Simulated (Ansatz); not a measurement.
# CH4AlGaO: one species, many methods

The task here is to estimate one member of a computed series from the others.

Computed with Ansatz 0.2.0, Gaussian basis. Level: functionals in def2-TZVPP, the program's frozen cores in correlated methods.

Plan: LDA (SPW92), PBE-D4, revPBE-D4, BLYP-D4, r2SCAN-D4, B97M-V, PBE0-D4, B3LYP-D4, r2SCANh-D4, r2SCAN0-D4, HSE06-D4, BHLYP-D4, CAM-B3LYP-D4, LC-ωPBE, ωB97X-V, ωB97M-V, B2PLYP, PBE-QIDH; CCSD(T)/def2-SVP; CCSD(T)/def2-TZVPP; MP2/def2-QZVPP; extrapolation to the limit; RPA on PBE.

### Structure used throughout

All runs share one geometry, relaxed beforehand with PBE0-D4 in a triple-zeta def2 set.

SMILES `[OH][Al]1[CH2][GaH]1`, 8 atoms, charge 0, spin multiplicity 1.

Atoms are counted from 1 here; the program's logs count them from 0.

Bond lengths: O1–Al2 1.693 Å, O1–H5 0.956 Å, Al2–C3 1.924 Å, Al2–Ga4 2.411 Å, C3–Ga4 2.039 Å, C3–H6 1.090 Å, C3–H7 1.118 Å, Ga4–H8 1.573 Å. Angles: Al2–O1–H5 124.1°, O1–Al2–C3 138.8°, O1–Al2–Ga4 163.2°, C3–Al2–Ga4 54.7°, Al2–C3–Ga4 74.9°, Al2–C3–H6 140.9°, Al2–C3–H7 94.3°, Ga4–C3–H6 131.2°, Ga4–C3–H7 95.6°, H6–C3–H7 108.5°, Al2–Ga4–C3 50.4°, Al2–Ga4–H8 167.4°, C3–Ga4–H8 132.2°.

As a file:

```csv
atom,x (Å),y (Å),z (Å)
O1,-1.09051,1.76191,-1.51989
Al2,-0.57265,0.55935,-0.44714
C3,1.05902,-0.04422,0.37367
Ga4,-0.28764,-1.53891,0.70546
H5,-2.00009,1.88695,-1.78675
H6,2.13436,-0.07268,0.19735
H7,0.87087,0.48883,1.33813
H8,-0.11335,-3.04124,1.13918
```

Set-up of the first run:

The input, in.yaml:

```yaml
crystal:
  periodic: [false, false, false]
  atoms:
    - {symbol: O, position_ang: [-1.090515, 1.761911, -1.519894]}
    - {symbol: Al, position_ang: [-0.572653, 0.559353, -0.447141]}
    - {symbol: C, position_ang: [1.059018, -0.044218, 0.373668]}
    - {symbol: Ga, position_ang: [-0.287639, -1.538910, 0.705456]}
    - {symbol: H, position_ang: [-2.000092, 1.886947, -1.786753]}
    - {symbol: H, position_ang: [2.134360, -0.072681, 0.197348]}
    - {symbol: H, position_ang: [0.870865, 0.488834, 1.338133]}
    - {symbol: H, position_ang: [-0.113355, -3.041245, 1.139183]}
basis:
  gaussian: {orbitals: def2-TZVPP}
hamiltonian: {xc: lda}
output: {orbitals: {seedname: orbitals}}
```

Command:

```console
ansatz run in.yaml --threads 2 --pin off --events-out ev --progress --plain --max-ram 4352MiB
```

Among the steps run: LDA; PBE-D4 (GGA); revPBE-D4 (GGA); BLYP-D4 (GGA); r2SCAN-D4 (meta-GGA); B97M-V (meta-GGA); PBE0-D4 (hybrid); B3LYP-D4 (hybrid); r2SCANh-D4 (hybrid); r2SCAN0-D4 (hybrid); HSE06-D4 (hybrid); BHLYP-D4 (hybrid); CAM-B3LYP-D4 (range-separated); LC-ωPBE (range-separated); ωB97X-V (range-separated); ωB97M-V (range-separated); B2PLYP (double hybrid); PBE-QIDH (double hybrid).

One of the session's tables, all rows but one given; the rest of the session is left out.

It belongs to the step «Orbital energies across the functionals». 

| functional | HOMO (eV) | LUMO (eV) | gap (eV) |
| --- | --- | --- | --- |
| LDA (SPW92) | -4.95 | -2.93 | 2.02 |
| PBE-D4 | -4.83 | -2.71 | 2.12 |
| revPBE-D4 | -4.77 | -2.61 | 2.16 |
| BLYP-D4 | -4.70 | -2.59 | 2.11 |
| r2SCAN-D4 | -5.00 | -2.54 | 2.46 |
| B97M-V | -5.00 | -2.62 | 2.38 |
| PBE0-D4 | -5.73 | -1.96 | 3.77 |
| B3LYP-D4 | -5.58 | -2.15 | 3.43 |
| r2SCANh-D4 | -5.33 | -2.27 | 3.07 |
| r2SCAN0-D4 | -5.84 | -1.87 | 3.97 |
| HSE06-D4 | -5.34 | -2.32 | 3.02 |
| BHLYP-D4 | -6.53 | -1.15 | 5.38 |
| CAM-B3LYP-D4 | ? | ? | ? |
| LC-ωPBE | -8.03 | 0.09 | 8.12 |
| ωB97X-V | -7.78 | -0.02 | 7.76 |
| ωB97M-V | -7.63 | -0.20 | 7.43 |

Q: Estimate the row for CAM-B3LYP-D4 from the others.

The run gave: HOMO (eV): -6.89; LUMO (eV): -0.97; gap (eV): 5.91. In the column «HOMO (eV)» it lies between ωB97M-V (-7.63) and BHLYP-D4 (-6.53).
